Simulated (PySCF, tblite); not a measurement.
# C₄H₈BF₃O₂: geometry, infrared bands and NMR shifts

What infrared bands and NMR shifts should C₄H₈BF₃O₂ (`BOC[C@@H](F)OC(C)(F)F`) show?

The runs use tblite 0.8.0 and PySCF 2.14.0, with density-fitted response routines of our own; the level of theory stands in each step. All values are computed, except where a source is named. Atoms are numbered from 0 throughout.

## (1) The starting structure

18 atoms, charge 0, multiplicity 1; geometry from: force field or distance geometry start.

Bonds of the start (Å): B0–O1 1.48, O1–C2 1.42, C2–C3 1.53, C3–F4 1.39, C3–O5 1.41, O5–C6 1.41, C6–C7 1.51, C6–F8 1.39, C6–F9 1.40, B0–H10 1.17, B0–H11 1.18, C2–H12 1.11, C2–H13 1.12, C3–H14 1.12, C7–H15 1.10, C7–H16 1.12, C7–H17 1.10.

## (2) Optimising the geometry with GFN2-xTB

Job settings and geometry (Å):

```
{"job": {"kind": "relax", "xc": "GFN2-xTB", "basis": "xTB"}, "charge": 0, "multiplicity": 1}
B      3.119300    -0.897700    -1.379700
O      1.735300    -0.893000    -0.851000
C      1.718500    -0.103900     0.325000
C      0.291300    -0.083400     0.876200
F      0.281100     0.658000     2.056600
O     -0.584300     0.494200    -0.067400
C     -1.919200     0.102500     0.155600
C     -2.817900     0.888300    -0.776900
F     -2.070800    -1.255500    -0.107400
F     -2.315400     0.361800     1.469200
H      3.879000    -1.723600    -1.038400
H      3.429100    -0.084700    -2.171400
H      2.381900    -0.512000     1.117000
H      2.004800     0.953400     0.094200
H      0.013300    -1.134500     1.132500
H     -2.546100     0.682100    -1.824500
H     -3.881400     0.587600    -0.623800
H     -2.727200     1.966800    -0.583800
```

Started as:

```
$ OMP_NUM_THREADS=1 python probes_run.py task.json out
```

One launch serves the whole session: the jobs run in the order shown.

**Question.** This job is followed by: GFN2-xTB harmonic vibrations, gas phase; GIAO PBE0/pcSseg-1 NMR shielding, non-relativistic, gas phase. Predict these results of the whole session: strongest single infrared mode (GFN2-xTB); zero-point energy (GFN2-xTB); ¹³C shifts against TMS (PBE0/pcSseg-1); ¹H shifts against TMS (PBE0/pcSseg-1, means over atoms taken as alike); ¹¹B shifts against BF3·OEt2 (PBE0/pcSseg-1); ¹⁷O shifts against H2O (PBE0/pcSseg-1); ¹⁹F shifts against CFCl3 (PBE0/pcSseg-1).

The runs gave:

```
                                                              quantity                             value
                             strongest single infrared mode (GFN2-xTB)             1340 cm⁻¹, 220 km/mol
                                          zero-point energy (GFN2-xTB)                     78.2 kcal/mol
                                ¹³C shifts against TMS (PBE0/pcSseg-1)      131.6, 108.5, 77.5, 25.4 ppm
¹H shifts against TMS (PBE0/pcSseg-1, means over atoms taken as alike)  6.24, 5.03, 4.74, 4.23, 1.83 ppm
                           ¹¹B shifts against BF3·OEt2 (PBE0/pcSseg-1)                          46.7 ppm
                                ¹⁷O shifts against H2O (PBE0/pcSseg-1)                  207.2, 169.6 ppm
                              ¹⁹F shifts against CFCl3 (PBE0/pcSseg-1)          -84.8, -87.2, -157.6 ppm
```

What this shows: Relaxing lowered the energy by 1.404 eV in 158 steps; the close pair that moved most is B0–O1, from 1.482 to 1.327 Å. No mode is imaginary among the 48: a minimum at this level. The strongest single mode, at 1340 cm⁻¹, moves mainly B0 and O1. Unscaled tight-binding wavenumbers are off by several per cent, some by more. Its intensities can rank the bands wrongly. H14 (hydrogen on an sp3 CH bonded to F and O) lies farthest downfield among hydrogen, at 6.24 ppm; its carbon carries F and O, which withdraws density. At PBE0/pcSseg-1: The largest span, 442 ppm, is at O1, where the paramagnetic term is -266 ppm.
